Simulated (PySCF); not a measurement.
Crystal: CAlF2H3, in a box.

```
C Al F H
1.0
    12.00000    0.00000    0.00000
     0.00000   13.00000    0.00000
     0.00000    0.00000   12.00000
C Al F H
1 1 2 3
Cartesian
  5.5407 7.8034 5.6156
  6.0874 6.0214 6.0998
  7.3075 5.7580 7.1698
  5.3709 4.6799 5.4757
  4.7185 7.7936 4.8982
  5.2209 8.3621 6.4994
  6.3754 8.3565 5.1761
```

Base run:

| Property | Result |
| --- | --- |
| Program | PySCF 2.14.0 |
| Functional | M06-L |
| Dispersion | D4 |
| Potentials or basis | cc-pvdz (all-electron) |
| k mesh | 1 × 1 × 1 |
| Occupations | fixed |
| Spin | no spin polarisation |

Its results: gap between the frontier levels 7.56 eV.

Question: The run is repeated on the same cell with these changes: functional from M06-L to HSE06. What comes out?

Answer: Gap between the frontier levels 8.18 eV.

Caveats: this is a molecule in a periodic box at the Γ point, so its band gap is the HOMO-LUMO gap; the basis of atomic orbitals isn't converged, which shifts pressures, moduli and gaps; this program's HSE differs a little from the usual definition (some runs).

A k mesh can miss the band edges.

Not every run made on this cell is shown here.
